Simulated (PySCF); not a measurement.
# CeH2O (Ce(H2O)2+): the cost of one run

Program: PySCF 2.14.0. Level of theory: PBE0, Ce lcecp-0-SVP with ECP48, O def2-SVP, H def2-SVP; scalar-relativistic core potentials, no spin–orbit coupling. These are calculated values, not measurements.

1 further run of the same task is left out (for a known fault of the program).

### Step 1. Where the work starts

4 atoms, charge 2, spin multiplicity 1.

Bond lengths: Ce1–O2 2.708 Å, O2–H3 0.970 Å, O2–H4 0.970 Å. Angles: Ce1–O2–H3 127.5°, Ce1–O2–H4 127.5°, H3–O2–H4 105.1°.

Coordinates:

```xyz
4
charge 2, multiplicity 1
Ce    0.00000    0.00000    0.00000
O     0.00000    0.00000    2.70750
H     0.77000    0.00000    3.29750
H    -0.77000    0.00000    3.29750
```

Formal oxidation states: Ce +2. Each metal's 2 4f electrons lie in its core potential, so multiplicities, spins and levels count the valence alone. For divalent La, Ce, Gd or Lu the extra electron is normally 5d or 6s, so this core forces an excited configuration.

### Step 2. SCF at the start, singlet

run.py (the lines that set the calculation) reads:

```python
mol = gto.M(atom='''
Ce     0.00000     0.00000     0.00000
O      0.00000     0.00000     2.70750
H      0.77000     0.00000     3.29750
H     -0.77000     0.00000     3.29750''',
    basis={'Ce': 'lcecp-0-SVP', 'O': 'def2-SVP', 'H': 'def2-SVP'},
    ecp={'Ce': 'lcecp-0-SVP'},
    charge=2, spin=0)
mf = dft.RKS(mol, xc='PBE0')
mf.grids.atom_grid = (50, 194)  # f atoms: unpruned, at least (60, 302)
mf = mf.density_fit()  # fitting sets: Ce AutoAux, O def2-universal-JKFIT, H def2-universal-JKFIT
mf.conv_tol = 1e-08; mf.max_cycle = 55
mf.kernel(dm0)  # dm0: free metal ions and neutral atoms
```

On the command line:

```
> OMP_NUM_THREADS=2 python run.py
```

Q: Estimate wall time and peak memory on 2 threads of Intel Xeon Platinum 8259CL at 2.50GHz (Skylake/Cascade Lake), shared host.

About 2 s, with a peak of 0.33 GiB.
